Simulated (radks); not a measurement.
**Mn³⁺ in [Ar] 3d3 4p1: an all-electron calculation**

An exercise on one series of results from a longer session: the logs are not shown, and one member is left open.

The numbers are computed with radks (a radial shooting solver on a logarithmic mesh, Libxc functionals) version 1 (scalar-relativistic Kohn-Sham, r2SCAN, spin-polarised, spherical densities, finite nucleus; open shells are filled with parallel spins first), except any that are marked as measured or tabulated.

### Starting point

| Quantity | Value |
| --- | --- |
| element | manganese (Z = 25) |
| charge | +3 |
| electrons | 22 |
| configuration | [Ar] 3d3 4p1 |
| nuclear rms radius | 3.7057 fm |

Outer shells as boxes (Hund's rule):

Mn³⁺
```
[Ar] core
3d [↑ ][↑ ][↑ ][  ][  ]
4p [↑ ][  ][  ]
```

The first run:

The run's settings:

```text
Z 25
configuration [Ar] 3d3 4p1 4s0 4d0 5p0 4f0
relativity scalar-relativistic
functional r2scan,r2scan
spin polarised
nucleus finite rms 3.7057 fm
c 137.035999084
```

One table of the session follows, with a row left open; its other results are not shown here.

It belongs to the step «Radial structure». From the orbitals of this run (lengths in bohr):

| level | <r> | outermost maximum (interpolated) | 90 % within | nodes |
| --- | --- | --- | --- | --- |
| 1s up | 0.06092 | 0.0399 | 0.109 | 0 |
| 1s down | 0.06092 | 0.0399 | 0.109 | 0 |
| 2s up | 0.2790 | 0.232 | 0.433 | 1 |
| 2s down | 0.2785 | 0.232 | 0.431 | 1 |
| 2p up | 0.2472 | 0.189 | 0.405 | 0 |
| 2p down | 0.2466 | 0.188 | 0.404 | 0 |
| 3s up | 0.8322 | 0.729 | 1.24 | 2 |
| 3s down | 0.8371 | 0.731 | 1.25 | 2 |
| 3p up | 0.8710 | 0.742 | 1.33 | 1 |
| 3p down | ? | ? | ? | ? |
| 3d up | 0.9758 | 0.721 | 1.60 | 0 |
| 3d down | 0.9822 | 0.728 | 1.61 | 0 |
| 4s up | 2.266 | 2.04 | 3.28 | 3 |
| 4p up | 2.545 | 2.30 | 3.69 | 2 |
| 4d up | 3.250 | 2.92 | 4.79 | 1 |

**Question.** Estimate the row for 3p down.

The run gave: <r>: 0.8765; outermost maximum (interpolated): 0.745; 90 % within: 1.34; nodes: 1. In the column «<r>» it lies between 3p up (0.8710) and 3d up (0.9758).
